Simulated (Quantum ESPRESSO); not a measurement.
NbSi:

```xyz
2
Lattice="0.0000 2.5738 2.5738 2.5738 0.0000 2.5738 2.5738 2.5738 0.0000" Properties=species:S:1:pos:R:3 pbc="T T T"
Nb    0.0000    0.0000    0.0000
Si    2.5738    2.5738    2.5738
```

The cell was built by a generator and needn't be a form met in nature.

Base run:

| Quantity | Value |
| --- | --- |
| Program | Quantum ESPRESSO 7.5 |
| Functional | PBE |
| Potentials or basis | SSSP 1.3 efficiency PBE |
| Cutoff | 748 eV |
| Density cutoff | 5987 eV |
| k mesh | 9 × 9 × 9 |
| Occupations | fermi-dirac, width 0.05 eV |
| Spin | no spin polarisation |

Its results: band gap on the k mesh none (metal or under the smearing width); pressure -0.1 GPa.

**Question.** The run is repeated on the same cell with these changes: hubbard terms from none to Nb d U = 2 eV; hubbard projectors from none to ortho-atomic. What comes out?

**Answer.** Band gap on the k mesh none (metal or under the smearing width); pressure 0.6 GPa.

Caveats: U without spin polarisation on a metal has little footing (some runs); the U is typed as a test and isn't derived for this compound (some runs).

Not every run made on this cell is shown here.
